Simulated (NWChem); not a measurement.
**GeF2 (SMILES [F][Ge][F]) at QCISD/6-31G(d,p)/LANL2DZ (core potential, Cartesian functions)**

What is the energy difference between two shapes of GeF2 at QCISD/6-31G**/LANL2DZ (core potential, Cartesian functions)? 

The results are computed with NWChem 7.3.0.

### Step 1. The system as given

The species is GeF2 (3 atoms), meant as a singlet with charge 0. As SMILES, `[F][Ge][F]`. The shape comes from GFN2-xTB, which is rough for such elements, and wasn't checked as a minimum.

Bond lengths: Ge1–F2 1.799 Å, Ge1–F3 1.799 Å. Angles: F2–Ge1–F3 94.7°.

### Step 2. The energy at QCISD/6-31G(d,p)/LANL2DZ (core potential, Cartesian functions)

run.nw

```
START run
TITLE "F2Ge qcisd"
memory total 2200 mb
GEOMETRY
  zmatrix
    Ge
    F 1 r2
    F 1 r3 2 a3
  variables
    r2 1.79986
    r3 1.797945
    a3 94.71753
  end
END
BASIS
  * library 6-31G** except Ge
  Ge library "lanl2dz ecp"
END
ECP
  Ge library "lanl2dz ecp"
END
SCF
  maxiter 60
  direct
END
TCE
  scf
  qcisd
  freeze core 2
  maxiter 100
END
TASK tce energy
```

Command:

```sh
$ nwchem run.nw > run.out
```

Output:

```text
[...]
 Group name             C2v
[...]
  functions       =    38
[...]
  wavefunction    = RHF
[...]
         Total SCF energy =   -202.570694261055
      One-electron energy =   -360.501479550204
      Two-electron energy =    120.554981520417
 Nuclear repulsion energy =     37.375803768732
        Time for solution =      0.5s
[...]
         Wavefunction type : Restricted Hartree-Fock
          No. of electrons :    22
[...]
         Spin multiplicity : singlet
[...]
```

Run time: 4.8 s. Hardware: 1 thread of Intel Xeon at 2.60GHz (Ice Lake), shared host; peak memory 0.14 GiB.

### Step 3. The distorted shape

calc.xyz

```xyz
3

Ge     0.012100    -0.006115    -0.776849
F      1.322459    -0.018785     0.416734
F     -1.319271     0.047099     0.352974
```

calc.nw

```
start calc
memory total 2200 mb
charge 0

geometry units angstrom noautoz
  load calc.xyz
end

basis cartesian
  * library 6-31G** except Ge
  Ge library "lanl2dz ecp"
end

ecp
  Ge library "lanl2dz ecp"
end

scf
  maxiter 60
  direct
end

tce
  scf
  qcisd
  freeze core 2
  maxiter 100
end

task tce energy
```

Command:

```sh
$ nwchem calc.nw > calc.out
```

Output:

```text
[...]
 Group name             Cs
[...]
  functions       =    38
[...]
  wavefunction    = RHF
[...]
         Total SCF energy =   -202.576738628944
      One-electron energy =   -361.301275351616
      Two-electron energy =    120.856356470237
 Nuclear repulsion energy =     37.868180252434
        Time for solution =      0.7s
[...]
         Wavefunction type : Restricted Hartree-Fock
          No. of electrons :    22
[...]
         Spin multiplicity : singlet
[...]
```

Run time: 2.5 s. Hardware: 1 thread of Intel Xeon at 2.60GHz (Ice Lake), shared host; peak memory 0.14 GiB.

### Step 4. What came out

Level: QCISD/6-31G**/LANL2DZ (core potential, Cartesian functions), 2 core orbitals frozen.

| quantity | value |
| --- | --- |
| first shape: total energy | -202.98330 Eh |
| first shape: HOMO energy (Hartree–Fock orbitals) | -11.82 eV |
| first shape: LUMO energy (Hartree–Fock orbitals) | 0.28 eV |
| first shape: HOMO–LUMO gap (Hartree–Fock orbitals) | 12.09 eV |
| first shape: correlation energy (2 core orbitals frozen) | -412.6 mEh |
| distorted shape: total energy | -202.98741 Eh |
| distorted shape: HOMO energy (Hartree–Fock orbitals) | -11.58 eV |
| distorted shape: LUMO energy (Hartree–Fock orbitals) | 0.48 eV |
| distorted shape: HOMO–LUMO gap (Hartree–Fock orbitals) | 12.06 eV |
| distorted shape: correlation energy (2 core orbitals frozen) | -410.7 mEh |
| energy change with the atoms displaced | -0.112 eV |

What this shows: With the atoms displaced the energy falls by 0.11 eV (2.6 kcal/mol). The first shape isn't relaxed at this level, so the change isn't measured from a minimum.
